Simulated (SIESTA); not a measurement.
InAu3, 4 atoms in the cell. The typed cell holds 4 atoms: a = 3.161 Å, b = 3.161 Å, c = 9.058 Å, α = 90.00°, β = 90.00°, γ = 120.00°. The cell comes from a database or a generator and needn't be the stable form of this composition. The cell isn't the ideal one: atoms moved at random, drawn with an rms of 0.05 Å.

| Quantity | Value |
| --- | --- |
| Program | SIESTA 5.4.2 |
| Task | single point |
| Functional | PBEsol |
| Potentials or basis | PseudoDojo 0.4 standard (PBEsol files) |
| Basis | DZP (energy shift 0.003 Ry; two zetas on semicore shells) |
| Grid cutoff | 800 Ry |
| Energy shift | 0.003 Ry |
| k mesh | 10 × 10 × 3 |
| Occupations | fermi-dirac, width 0.05 eV |
| Spin | no spin polarisation |

Potentials or basis: PseudoDojo 0.4 standard (PBEsol files), DZP (energy shift 0.003 Ry; two zetas on semicore shells).

Run with:

```sh
$ siesta InAu3.fdf > InAu3.out 2>&1
```

Hardware: 1 thread of Arm Neoverse V2, with other jobs on the host.

Task: How long does it take, and how much memory?

Result: Wall time 110 s on 1 thread of Arm Neoverse V2 (shared host), peak memory 0.46 GiB. Counts: scf iterations 12, k points 167, bands 92.
